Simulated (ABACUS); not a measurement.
Ta4NiO11: single point with PBE

The system is Ta4NiO11.

```
Ta Ni O
1.0
     0.00000    4.86715    4.86715
     4.86715    0.00000    4.86715
     4.86715    4.86715    0.00000
Ta Ni O
4 1 11
Direct
  0.63007 0.10980 0.63007
  0.63007 0.63007 0.63007
  0.10980 0.63007 0.63007
  0.63007 0.63007 0.10980
  0.00000 0.00000 0.00000
  0.25000 0.25000 0.25000
  0.84346 0.46962 0.84346
  0.84346 0.84346 0.84346
  0.46962 0.84346 0.84346
  0.84346 0.84346 0.46962
  0.30023 0.69977 0.69977
  0.69977 0.30023 0.30023
  0.69977 0.69977 0.30023
  0.30023 0.30023 0.69977
  0.30023 0.69977 0.30023
  0.69977 0.30023 0.69977
```

The cell was built by a generator and needn't be a form met in nature.

| Property | Result |
| --- | --- |
| Program | ABACUS 3.10.1 |
| Task | single point |
| Functional | PBE |
| Potentials or basis | PseudoDojo NC SR 0.4.1 PBE standard |
| Cutoff | 1361 eV |
| Density cutoff | 5442 eV |
| Basis | DZP LCAO (the cutoffs set its grid) |
| k mesh | 5 × 5 × 5 |
| Occupations | fermi-dirac, width 0.05 eV |
| Spin | collinear spin, ferromagnetic start |
| Starting moments | [0.0, 0.0, 0.0, 0.0, 1.0, 0.0, 0.0, 0.0, 0.0, 0.0, 0.0, 0.0, 0.0, 0.0, 0.0, 0.0] μB |

| Quantity | Value |
| --- | --- |
| Pressure | 0.2 GPa |
| Largest force | 0.107 eV/Å |
| Band gap on the k mesh | none (metal or under the smearing width) |
| Net moment | 1.05 μB per cell |
| Absolute moment | 1.15 μB per cell |
| Site moments | Ta -0.00; Ni +1.08; O -0.03, +0.00, -0.00 μB |
| Mulliken charges | Ta +1.41, +1.44, +1.39; Ni +0.62; O -0.67, -0.62, -0.52 e |

Forces in eV/Å, atoms in the order of the input:
```
Ta   0.023 -0.024  0.023
Ta  -0.023 -0.023 -0.023
Ta  -0.024  0.023  0.023
Ta   0.023  0.023 -0.024
Ni   0.000  0.000  0.000
O    0.000  0.000  0.000
O   -0.055  0.055 -0.055
O    0.055  0.055  0.055
O    0.055 -0.055 -0.055
O   -0.055 -0.055  0.055
O    0.107  0.001  0.001
O   -0.106  0.000  0.000
O    0.001  0.001  0.107
O    0.000  0.000 -0.106
O    0.000 -0.106  0.000
O    0.001  0.107  0.001
```

Levels at points of the mesh, in eV from the Fermi level:
Spin up:
```tsv
k point	band 65	band 66	band 67	band 68	band 69	band 70	band 71	band 72	band 73	band 74
(0.00, 0.00, 0.00)	-0.96	-0.96	-0.19	-0.19	-0.05	-0.05	-0.05	0.44	1.01	1.01
```
Spin down:
| k point | band 63 | band 64 | band 65 | band 66 | band 67 | band 68 | band 69 | band 70 | band 71 | band 72 |
| --- | --- | --- | --- | --- | --- | --- | --- | --- | --- | --- |
| (0.00, 0.00, 0.00) | -0.39 | -0.14 | -0.14 | -0.13 | -0.13 | -0.13 | 0.03 | 0.03 | 0.03 | 0.57 |

It took 120 s on 8 MPI ranks on Intel(R) Xeon(R) 6975P-C (Granite Rapids) (shared host), peak memory 2.8 GiB a rank.

Caveat: the atomic orbitals were generated for these runs and aren't a published set; Mulliken charges move with the basis; the basis of atomic orbitals isn't converged, which shifts pressures, moduli and gaps; a cell with one magnetic atom can't hold antiferromagnetic order, which such compounds often take; semilocal functionals often make such compounds metallic where correlation or magnetic order opens a gap, which also shifts bond lengths. The run has no spin-orbit coupling, so splittings on Ta are missing.
